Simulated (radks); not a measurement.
# Dipole-allowed lines with 36 electrons: La²¹⁺, Ce²²⁺, Pr²³⁺, Nd²⁴⁺, Pm²⁵⁺

An exercise on one series of results from a longer session: the logs are not shown, and one member is left open.

Program: radks (a radial shooting solver on a logarithmic mesh, Libxc functionals) version 1. Level of theory: scalar-relativistic Kohn-Sham, LDA (Slater exchange, VWN5 correlation), spin-unpolarised, spherical densities, finite nucleus. These are calculated values, not measurements, unless marked.

## The atom as given

```
species : La²¹⁺ ([Kr]), Ce²²⁺ ([Kr]), Pr²³⁺ ([Kr]), Nd²⁴⁺ ([Kr]), Pm²⁵⁺ ([Kr])
```

The first run:

The run's settings:

```text
Z 57
configuration [Kr] 5s0 4d0 5p0 4f0
relativity scalar-relativistic
functional lda,vwn5
spin unpolarised
nucleus finite rms 4.855 fm
c 137.035999084
response adiabatic LDA kernel, real frequencies
```

Launch:

```
python run_ks.py task.json out
```

The same process makes all the runs of this session.

Steps of the session up to this table: La²¹⁺, [Kr]; Ce²²⁺, [Kr]; Pr²³⁺, [Kr]; Nd²⁴⁺, [Kr]; Pm²⁵⁺, [Kr].

One table of the session follows, with a row left open; its other results are not shown here.

```
species  −ε(HOMO) (eV)  first line (eV)  strongest line (eV)  static α (bohr³)
  La²¹⁺         687.22           127.87               127.87            0.1976
  Ce²²⁺         739.81           133.23               133.23            0.1785
  Pr²³⁺         794.24           138.65               138.65            0.1618
  Nd²⁴⁺              ?                ?                    ?                 ?
  Pm²⁵⁺         908.59           149.73               149.73            0.1340
```

**Question.** Estimate the row for Nd²⁴⁺.

**Answer.** −ε(HOMO) (eV): 850.50; first line (eV): 144.15; strongest line (eV): 144.15; static α (bohr³): 0.1470. In the column «−ε(HOMO) (eV)» it lies between Pr²³⁺ (794.24) and Pm²⁵⁺ (908.59).

In words: In La²¹⁺ the response moves the first line 23.899 eV above the bare orbital gap, and the lines found carry 94 % of the static polarisability. Very weak lines can be missed, and lines above minus the highest eigenvalue dissolve into this model's continuum.
